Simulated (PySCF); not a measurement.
**Sc-: electron affinity in def2-QZVPPD**

Each state of scandium is computed at each level; their differences give the electron affinity. How far do the methods differ?

Program: PySCF 2.14.0. Level of theory: unrestricted determinants in a Gaussian basis, no spin-orbit coupling in the energies. These are calculated values, not measurements, unless marked.

## Step 1: What is computed

```
Element                                   : scandium (Z = 21)
Basis                                     : def2-QZVPPD (11s6p5d3f2g, 93 functions)
Hamiltonian                               : the non-relativistic Hamiltonian (point nucleus)
State 1                                   : Sc-: [Ar] 3d2 4s2, high-spin 3F determinant
Needed too, but not shown                 : Sc [Ar] 3d1 4s2 (2D)
Methods                                   : CCSD(T)
Core shells frozen in the correlated runs : valence and next inner shell: [Ne] (for Sc-)
```

The outer shells:

Sc- [Ar] 3d2 4s2
```
[Ar] core
3d [↑ ][↑ ][  ][  ][  ]
4s [↑↓]
```

The runs were made by one driver on top of PySCF. The scripts below sum up each run's settings (the driver also hands on starting orbitals that pick excited configurations, and frozen orbitals as a list rather than a count), and the logs come from the driver's own runs. The driver starts from symmetry-adapted Hartree-Fock orbitals, holds the occupation by maximum overlap and uses a logarithmic radial grid for functionals, so a plain start would take other cycles.

The integrals over 93 functions and the set-up took 1.1 s of CPU time.

## Step 2: Sc-: CCSD(T) (valence and next inner shell)

Level: CCSD(T) (valence and next inner shell).

File input.py:

```python
from pyscf import gto, scf, dft, mp, cc
import basis_set_exchange as bse
mol = gto.M(atom="Sc 0 0 0", charge=-1, spin=2, symmetry="D2h",
            basis=gto.basis.parse(bse.get_basis("def2-QZVPPD", elements=["Sc"], fmt="nwchem")))
mf = scf.UHF(mol)
mf.irrep_nelec = {'Ag': (5, 4), 'B1g': (1, 0), 'B1u': (2, 2), 'B2u': (2, 2), 'B3u': (2, 2)}
mf.kernel()
mycc = cc.CCSD(mf, frozen=5).run()
mycc.ccsd_t()
```

**Question.** What will these runs give?

As calculated:

| quantity | value |
| --- | --- |
| electron affinity, Sc | UHF -1.364, CCSD(T) (valence and next inner shell) -0.559 eV |

Accuracy by level (over 1 difference):

```
                                method  mean absolute miss against CCSD(T) (valence and next inner shell) (eV)
                                   UHF                                                                   0.805
    MP2 (valence and next inner shell)                                                                   0.281
SCS-MP2 (valence and next inner shell)                                                                   0.478
   CCSD (valence and next inner shell)                                                                   0.149
CCSD(T) (valence and next inner shell)                                                                   0.000
```

What this shows: The methods span 0.805 eV, from UHF (-1.364) to CCSD(T) (valence and next inner shell) (-0.559). No reference value is at hand in this session. All values hold for this basis alone; no basis-set limit was taken.
